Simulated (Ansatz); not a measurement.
**triplet CH5BN2: levels of theory compared**

We compute a comparison of 6 runs (UB3LYP/6-31G*, UB2PLYP/cc-pVDZ, UPBE-QIDH/cc-pVDZ, UPBE/cc-pVDZ, RPA@PBE/cc-pVDZ, RPA@PBE0/cc-pVDZ) of triplet CH5BN2. 

Program for the calculation: Ansatz 0.2.0.

74 further runs of the same task are left out: 74 set aside as unsound or not needed.

### Step 1. The system as given

CH5BN2: 9 atoms, total charge 0, spin state triplet. As SMILES of the parent species, `NC1BN1`. Geometry: relaxed at PBE0-D4/def2-TZVP. This is one conformer, not always the lowest. That shape belongs to the parent species and isn't relaxed for this state.

Bond lengths: N1–C2 1.431 Å, C2–B3 1.561 Å, C2–N4 1.467 Å, B3–N4 1.341 Å, N1–H5 1.010 Å, N1–H6 1.010 Å, C2–H7 1.092 Å, B3–H8 1.184 Å, N4–H9 1.004 Å. Some angles: N1–C2–B3 121.1°, N1–C2–N4 117.3°, B3–C2–N4 52.5°, C2–B3–N4 60.2°, C2–N4–B3 67.4°, N1–C2–H7 115.1°, B3–C2–H7 121.0°, N4–C2–H7 113.6°, C2–N1–H5 112.4°, C2–N1–H6 112.7°.

### Step 2. A single-point energy at UB3LYP/6-31G(d) (spherical functions) (run 1)

Contents of run.yaml:

```yaml
crystal:
  periodic: [false, false, false]
  atoms:
    - {symbol: "N", position_ang: [0.142900, 1.194400, -0.640600]}
    - {symbol: C, position_ang: [-0.364200, -0.077200, -0.222300]}
    - {symbol: B, position_ang: [0.591200, -1.194100, 0.303200]}
    - {symbol: "N", position_ang: [-0.130500, -0.469900, 1.171500]}
    - {symbol: H, position_ang: [0.784000, 1.117400, -1.417000]}
    - {symbol: H, position_ang: [-0.589900, 1.842600, -0.892400]}
    - {symbol: H, position_ang: [-1.366400, -0.317200, -0.582700]}
    - {symbol: H, position_ang: [1.414200, -2.039000, 0.194700]}
    - {symbol: H, position_ang: [-0.392800, -0.103200, 2.068300]}
basis:
  gaussian: {orbitals: 6-31G_st_-spherical.json}
magnetization: {spin_polarized: true, initial_magnetization: 2}
hamiltonian: {xc: {name: B3LYP}}
accuracy: high
output: {orbitals: {seedname: orbitals}}
```

The basis set 6-31G* is read from a file made from the Basis Set Exchange's data (not shown).

Launch:

```sh
$ ansatz run run.yaml --threads 1 --pin off --max-ram 3480MiB --events-out events.jsonl --progress --plain --runs-dir runs
```

Standard output:

```text
Warning: RAYON_NUM_THREADS=1 ignored (pool sized by the plan → 1); use --threads N
Functional definition: B3LYP
  name "B3LYP"
  parameter a0 = 0.2
  parameter ax = 0.72
  parameter ac = 0.81
  exchange = (1 - a0 - ax)*slater_x + ax*b88_x + a0*exact_x
  correlation = (1 - ac)*vwn_rpa_c + ac*lyp_c
1626 factors; integrals over basis functions are off by at most 2.8e-9 eV
mean field evaluation 1: about -4760.8949 eV, gradient 3.9e1 eV
mean field evaluation 2: about -4742.4510 eV, gradient 6.5e1 eV
mean field evaluation 4: about -4767.4117 eV, gradient 7.7e0 eV
mean field evaluation 8: about -4767.7672 eV, gradient 1.7e0 eV
mean field evaluation 16: about -4768.0191 eV, gradient 1.1e-2 eV
mean field evaluation 32: about -4768.0191 eV, gradient 7.2e-7 eV
mean field -4768.01909943 eV, -175.2214700248 hartree, gradient 7.1e-8 eV, S^2 2.005953; 4 other end points of the search recorded, 0 dependent functions left out
reference -4768.01913344 eV, -175.2214712745 hartree; 16, 14 occupied and 50, 52 virtual orbitals, 1626 factors
Total energy: -4768.01913344 eV, -175.2214712745 hartree
```

It took 13 s on 1 thread of Arm Neoverse V2, shared host; peak memory 0.27 GiB.

### Step 3. A single-point energy at UB2PLYP/cc-pVDZ (run 2)

Contents of input.yaml:

```yaml
crystal:
  periodic: [false, false, false]
  atoms:
    - symbol: N
      position_ang: [0.142900, 1.194400, -0.640600]
    - symbol: C
      position_ang: [-0.364200, -0.077200, -0.222300]
    - symbol: B
      position_ang: [0.591200, -1.194100, 0.303200]
    - symbol: "N"
      position_ang: [-0.130500, -0.469900, 1.171500]
    - symbol: H
      position_ang: [0.784000, 1.117400, -1.417000]
    - symbol: H
      position_ang: [-0.589900, 1.842600, -0.892400]
    - symbol: H
      position_ang: [-1.366400, -0.317200, -0.582700]
    - symbol: H
      position_ang: [1.414200, -2.039000, 0.194700]
    - symbol: H
      position_ang: [-0.392800, -0.103200, 2.068300]
basis:
  gaussian:
    orbitals: cc-pVDZ
magnetization:
  spin_polarized: true
  initial_magnetization: 2
hamiltonian:
  xc: {name: B2PLYP}
correlation:
  frozen_orbitals: {B: 1, C: 1, H: 0, "N": 1}
accuracy: high
output: {orbitals: {seedname: orbitals}}
```

Launch:

```sh
$ ansatz run input.yaml --threads 1 --pin off --max-ram 3480MiB --events-out events.jsonl --progress --plain --runs-dir runs
```

Standard output, shortened:

```text
Warning: RAYON_NUM_THREADS=1 ignored (pool sized by the plan → 1); use --threads N
Functional definition: B2PLYP
  name "B2PLYP"
[...]
1915 factors; integrals over basis functions are off by at most 3.1e-9 eV
[...]
mean field -4758.33387654 eV, -174.8655446481 hartree, gradient 7.8e-8 eV, S^2 2.013160; 2 other end points of the search recorded, 0 dependent functions left out
4 core orbitals not correlated: weight in the atoms' cores, before any rotation towards them, 1.000 or more for the frozen orbitals, at most 0.000 for the correlated occupied ones
reference -4758.33390077 eV, -174.8655455386 hartree; 12, 10 occupied and 65, 67 virtual orbitals, 1915 factors
second order -17.27147838 eV of doubles, -0.00000000 eV of singles
Total energy: -4762.99719993 eV, -175.0369186220 hartree
```

Run time: 17 s. Hardware: 1 thread of Arm Neoverse V2, shared host; peak memory 0.33 GiB.

Run 3 isn't shown in full; the table further down has it.

### Step 4. A single-point energy at UPBE/cc-pVDZ (run 4)

Contents of molecule.yaml:

```yaml
crystal:
  periodic: [false, false, false]
  atoms:
    - symbol: N
      position_ang: [0.142900, 1.194400, -0.640600]
    - symbol: C
      position_ang: [-0.364200, -0.077200, -0.222300]
    - symbol: B
      position_ang: [0.591200, -1.194100, 0.303200]
    - symbol: "N"
      position_ang: [-0.130500, -0.469900, 1.171500]
    - symbol: H
      position_ang: [0.784000, 1.117400, -1.417000]
    - symbol: H
      position_ang: [-0.589900, 1.842600, -0.892400]
    - symbol: H
      position_ang: [-1.366400, -0.317200, -0.582700]
    - symbol: H
      position_ang: [1.414200, -2.039000, 0.194700]
    - symbol: H
      position_ang: [-0.392800, -0.103200, 2.068300]
basis:
  gaussian: {orbitals: cc-pVDZ}
total_charge: 0
magnetization: {spin_polarized: true, initial_magnetization: 2}
hamiltonian: {xc: {name: PBE}}
accuracy: high
output: {orbitals: {seedname: orbitals}}
```

Launch:

```sh
$ ansatz run molecule.yaml --threads 1 --pin off --max-ram 3480MiB --events-out events.jsonl --progress --plain --runs-dir runs
```

Standard output:

```text
Warning: RAYON_NUM_THREADS=1 ignored (pool sized by the plan → 1); use --threads N
Functional definition: PBE
  name "PBE"
  parameter kappa = 0.804
  parameter beta = 0.06672455060314922
  exchange = pbe_x(kappa = kappa, mu = beta*pi^2/3)
  correlation = pbe_c(beta = beta)
1915 factors; integrals over basis functions are off by at most 3.1e-9 eV
mean field evaluation 1: about -4751.7877 eV, gradient 4.5e1 eV
mean field evaluation 2: about -4682.6020 eV, gradient 1.1e2 eV
mean field evaluation 4: about -4754.9532 eV, gradient 3.6e1 eV
mean field evaluation 8: about -4762.5212 eV, gradient 2.4e0 eV
mean field evaluation 16: about -4762.5536 eV, gradient 3.3e-3 eV
mean field evaluation 32: about -4759.2989 eV, gradient 1.4e1 eV
mean field evaluation 64: about -4761.7852 eV, gradient 9.1e0 eV
mean field -4762.55356529 eV, -175.0206153497 hartree, gradient 5.1e-8 eV, S^2 2.004163; 6 other end points of the search recorded, 0 dependent functions left out
reference -4762.55356879 eV, -175.0206154781 hartree; 16, 14 occupied and 65, 67 virtual orbitals, 1915 factors
Total energy: -4762.55356879 eV, -175.0206154781 hartree
```

It took 15 s on 1 thread of Arm Neoverse V2, shared host; peak memory 0.27 GiB.

Run 5 isn't shown in full; the table further down has it.

### Step 5. The energy at RPA@PBE0/cc-pVDZ (run 6)

Contents of job.yaml:

```yaml
crystal:
  periodic: [false, false, false]
  atoms:
    - {symbol: "N", position_ang: [0.142900, 1.194400, -0.640600]}
    - {symbol: C, position_ang: [-0.364200, -0.077200, -0.222300]}
    - {symbol: B, position_ang: [0.591200, -1.194100, 0.303200]}
    - {symbol: "N", position_ang: [-0.130500, -0.469900, 1.171500]}
    - {symbol: H, position_ang: [0.784000, 1.117400, -1.417000]}
    - {symbol: H, position_ang: [-0.589900, 1.842600, -0.892400]}
    - {symbol: H, position_ang: [-1.366400, -0.317200, -0.582700]}
    - {symbol: H, position_ang: [1.414200, -2.039000, 0.194700]}
    - {symbol: H, position_ang: [-0.392800, -0.103200, 2.068300]}
basis:
  gaussian: {orbitals: cc-pVDZ}
magnetization: {spin_polarized: true, initial_magnetization: 2}
hamiltonian: {xc: pbe0}
correlation: {method: rpa, frozen_orbitals: {B: 1, C: 1, H: 0, "N": 1}}
accuracy: high
```

Launch:

```sh
$ ansatz run job.yaml --threads 1 --pin off --max-ram 3480MiB --events-out events.jsonl --progress --plain --runs-dir runs
```

Standard output, shortened:

```text
Warning: RAYON_NUM_THREADS=1 ignored (pool sized by the plan → 1); use --threads N
Functional definition: PBE0
  name "PBE0"
[...]
1915 factors; integrals over basis functions are off by at most 3.1e-9 eV
[...]
mean field -4762.88242301 eV, -175.0327006481 hartree, gradient 9.4e-8 eV, S^2 2.007353; 6 other end points of the search recorded, 0 dependent functions left out
4 core orbitals not correlated: weight in the atoms' cores, before any rotation towards them, 1.000 or more for the frozen orbitals, at most 0.000 for the correlated occupied ones
reference -4737.73116734 eV, -174.1084090504 hartree; 12, 10 occupied and 65, 67 virtual orbitals, 1915 factors
Total energy: -4759.53106575 eV, -174.9095405404 hartree
```

It took 26 s on 1 thread of Arm Neoverse V2, shared host; peak memory 0.44 GiB.

### Step 6. Overview of the runs

| run | level | frozen core orbitals | energy (Eh) | HOMO energy (eV) | ⟨S²⟩ | wall time |
| --- | --- | --- | --- | --- | --- | --- |
| 1 | UB3LYP/6-31G* (spherical functions) | – | -175.221471 | -1.38 | 2.006 | 13 s |
| 2 | UB2PLYP/cc-pVDZ | 4 | -175.036919 | -3.14 | 2.013 | 17 s |
| 3 | UPBE-QIDH/cc-pVDZ | 4 | -174.949151 | -4.03 | 2.018 | 13 s |
| 4 | UPBE/cc-pVDZ | – | -175.020615 | -0.81 | 2.004 | 15 s |
| 5 | RPA@PBE/cc-pVDZ | 4 | -174.985924 | – | 2.004 | 30 s |
| 6 | RPA@PBE0/cc-pVDZ | 4 | -174.909541 | – | 2.007 | 26 s |

### Step 7. Summary of results

| quantity | value |
| --- | --- |
| run 6: total energy | -174.90954 Eh |
| run 6: RPA correlation energy (valence) | -801.1 mEh |
| run 6: ⟨S²⟩ of the reference determinant | 2.007 |

**Reading.** Totals of different functionals can't be ranked against each other. All runs together took 1.9 min, the longest 30 s.
